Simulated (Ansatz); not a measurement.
# F2H5NO2Si2: one species, many methods

How much do the methods differ for F2H5NO2Si2? The plan is to run it at one geometry with functionals of several rungs and with coupled cluster, and see how far each lands from CCSD(T) at the basis-set limit for the atomisation energy.

The runs use Ansatz 0.2.0, Gaussian basis; functionals in def2-TZVPP, the program's frozen cores in correlated methods.

Plan: PBE-D4, r2SCAN-D4, PBE0-D4, B3LYP-D4, ωB97X-V, ωB97M-V, B2PLYP; CCSD(T)/def2-TZVPP; MP2/def2-QZVPP; extrapolation to the limit.

## 1. The relaxed structure

An earlier PBE0-D4 in a triple-zeta def2 set relaxation fixed the geometry.

SMILES `O[Si](O)(F)N[SiH2]F`, 12 atoms, charge 0, spin multiplicity 1.

Atoms are counted from 1 here; the program's logs count them from 0.

Bond lengths: O1–Si2 1.620 Å, O1–H8 0.958 Å, Si2–O3 1.629 Å, Si2–F4 1.591 Å, Si2–N5 1.703 Å, O3–H9 0.958 Å, N5–Si6 1.713 Å, N5–H10 1.011 Å, Si6–F7 1.602 Å, Si6–H11 1.480 Å, Si6–H12 1.475 Å. Angles: Si2–O1–H8 117.3°, O1–Si2–O3 106.3°, O1–Si2–F4 111.9°, O1–Si2–N5 109.8°, O3–Si2–F4 108.9°, O3–Si2–N5 115.5°, F4–Si2–N5 104.6°, Si2–O3–H9 118.1°, Si2–N5–Si6 129.9°, Si2–N5–H10 114.9°, Si6–N5–H10 115.1°, N5–Si6–F7 111.3°, N5–Si6–H11 108.1°, N5–Si6–H12 110.6°, F7–Si6–H11 106.6°, F7–Si6–H12 106.5°, H11–Si6–H12 113.7°.

## 2. PBE-D4 (GGA)

File in.yaml:

```yaml
crystal:
  periodic: [false, false, false]
  atoms:
    - {symbol: O, position_ang: [-0.602759, 2.133653, -0.954934]}
    - {symbol: Si, position_ang: [0.329485, 1.017355, -0.241548]}
    - {symbol: O, position_ang: [1.180597, 1.799431, 0.905665]}
    - {symbol: F, position_ang: [1.342889, 0.346298, -1.268105]}
    - {symbol: N, position_ang: [-0.636172, -0.270630, 0.313621]}
    - {symbol: Si, position_ang: [-0.517060, -1.949759, -0.002796]}
    - {symbol: F, position_ang: [0.582464, -2.642367, 0.933503]}
    - {symbol: H, position_ang: [-0.263872, 3.029314, -0.994314]}
    - {symbol: H, position_ang: [1.843634, 1.306515, 1.391241]}
    - {symbol: H, position_ang: [-1.352738, -0.009679, 0.977303]}
    - {symbol: H, position_ang: [-1.815397, -2.574209, 0.335155]}
    - {symbol: H, position_ang: [-0.091059, -2.185921, -1.394793]}
basis:
  gaussian: {orbitals: def2-TZVPP}
hamiltonian: {xc: pbe, dispersion: d4}
output: {forces: true, orbitals: {seedname: orbitals}}
```

The run is started by

```console
ansatz run in.yaml --threads 2 --pin off --events-out ev --progress --plain --max-ram 32768MiB --backend cuda --devices 0, --max-vram 18GiB
```

After this run come: r2SCAN-D4 (meta-GGA); PBE0-D4 (hybrid); B3LYP-D4 (hybrid); ωB97X-V (range-separated); ωB97M-V (range-separated); B2PLYP (double hybrid); CCSD(T) in def2-TZVPP; MP2 in def2-QZVPP.

Q: Predict the results of all the runs planned. Wanted: atomisation energy, CCSD(T)/CBS; farthest; mean size of error, hybrid; mean size of error, range-separated; gap, smallest and largest; T1 diagnostic; triples share of the correlation energy.

As calculated:

| quantity | value |
| --- | --- |
| atomisation energy, CCSD(T)/CBS | 4880.0 kJ/mol |
| functionals within 24.4 kJ/mol (0.5 %) | PBE-D4, ωB97X-V, ωB97M-V |
| farthest | PBE0-D4 (-106.5 kJ/mol) |
| mean size of error, hybrid | 84.0 kJ/mol |
| mean size of error, range-separated | 17.3 kJ/mol |
| gap, smallest and largest | 6.46 eV (PBE-D4), 13.22 eV (ωB97X-V) |
| T1 diagnostic | 0.0114 |
| triples share of the correlation energy | 3.2 % |

PBE-D4 is off by +1.9 kJ/mol. Double hybrids carry the basis error of their MP2 part in triple zeta, and no dispersion term here, so their miss is partly the set-up's. Misses under about 24.4 kJ/mol are within the doubt on the reference itself, which lacks core-valence correlation, relativity and higher excitations. Hartree-Fock recovers 71 % of the binding; the rest is correlation. Orbital gaps span 6.5 to 13.2 eV; exact exchange widens them.
